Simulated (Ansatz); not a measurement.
# GaCl3 + HF: a complex and its separated parts

Aim: how far the complex at one end of a reaction step lies below its separated, relaxed parts, level by level.

Program: Ansatz 0.2.0, Gaussian basis. Level of theory: PBE0-D4/def2-TZVP structures, single points in def2-TZVPP, no counterpoise correction. These are calculated values, not measurements.

Levels: SPW92, PBE-D4, BLYP-D4, r2SCAN-D4, B97M-V, PBE0-D4, B3LYP-D4, r2SCAN0-D4, BHLYP-D4, CAM-B3LYP-D4, wB97X-V, wB97M-V, B2PLYP, PBE-QIDH, RPA on PBE, Hartree-Fock, MP2, CCSD, CCSD(T).

Cores are frozen in the correlated methods. Filled d shells of the heavier atoms are correlated. B3LYP uses VWN-RPA correlation. B2PLYP carries no dispersion term here.

94 further runs of the same task are left out: 94 set aside as unsound or not needed. Runs told in other sessions of the task aren't counted.

**1. The system as given**

The complex: 6 atoms, charge 0, spin multiplicity 1.

Atoms are counted from 1 here; the program's logs count them from 0.

Bond lengths: Ga1–Cl2 2.159 Å, Ga1–Cl3 2.118 Å, Ga1–Cl4 2.118 Å, H5–F6 0.938 Å. Angles: Cl2–Ga1–Cl3 118.0°, Cl2–Ga1–Cl4 118.0°, Cl3–Ga1–Cl4 121.3°.

As a file:

```csv
atom,x (Å),y (Å),z (Å)
Ga1,-0.6401,0.1923,-0.1387
Cl2,-0.5600,-1.7589,0.7826
Cl3,-0.8513,0.2917,-2.2435
Cl4,-1.0975,1.8540,1.0918
H5,1.5946,-0.7129,0.4546
F6,1.5542,0.1337,0.0532
```

Its parts: GaCl3 holds atoms 1, 2, 3, 4; HF holds atoms 5, 6. Each part counts its atoms afresh in its own runs.

**2. Relaxing GaCl3 alone**

relax-a/in.yaml

```yaml
crystal:
  periodic: [false, false, false]
  atoms:
    - {symbol: Ga, position_ang: [-0.640059, 0.192338, -0.138721]}
    - {symbol: Cl, position_ang: [-0.560013, -1.758873, 0.782572]}
    - {symbol: Cl, position_ang: [-0.851282, 0.291651, -2.243478]}
    - {symbol: Cl, position_ang: [-1.097452, 1.854011, 1.091843]}
basis:
  gaussian: {orbitals: def2-TZVP}
hamiltonian: {xc: pbe0, dispersion: d4}
relax: {f_tol: 0.005, max_steps: 200}
```

Launch:

```console
$ ansatz run in.yaml --threads 8 --pin off --events-out ev --progress --plain --max-ram 19148MiB
```

After this run come: Relaxing HF alone; SPW92/def2-TZVPP; PBE-D4/def2-TZVPP; BLYP-D4/def2-TZVPP; r2SCAN-D4/def2-TZVPP; B97M-V/def2-TZVPP; PBE0-D4/def2-TZVPP; B3LYP-D4/def2-TZVPP; r2SCAN0-D4/def2-TZVPP; BHLYP-D4/def2-TZVPP; CAM-B3LYP-D4/def2-TZVPP; wB97X-V/def2-TZVPP; wB97M-V/def2-TZVPP; B2PLYP/def2-TZVPP; PBE-QIDH/def2-TZVPP; RPA on PBE/def2-TZVPP; CCSD(T)/def2-TZVPP; Vibrations of GaCl3; Vibrations of HF.

Before running it: what results should come out? Wanted: complex less parts, CCSD(T)/def2-TZVPP; with zero-point energy; largest T1 diagnostic.

As calculated:

| quantity | value |
| --- | --- |
| complex less parts, CCSD(T)/def2-TZVPP | -40.9 kJ/mol |
| with zero-point energy | -34.7 kJ/mol |
| largest T1 diagnostic | 0.011 |

What this shows: At CCSD(T) the complex lies 40.9 kJ/mol below its parts. PBE-QIDH is the best functional here (-0.4 kJ/mol from CCSD(T)); SPW92 is the worst (-23.6 kJ/mol). By rung, the mean size of the error is: LDA 23.6, GGA 2.5, meta-GGA 6.4, hybrid 2.7, range-separated hybrid 4.6, double hybrid 2.6 kJ/mol. The double hybrids carry no dispersion term here, unlike the levels marked D4 or V. PBE-D4 gives a relative energy 1.3 kJ/mol too low, inside chemical accuracy (1 kcal/mol, 4.2 kJ/mol). No counterpoise was applied, and triple zeta lacks some correlation, so the CCSD(T) reference has a basis error of its own, and close matches with it are partly luck.
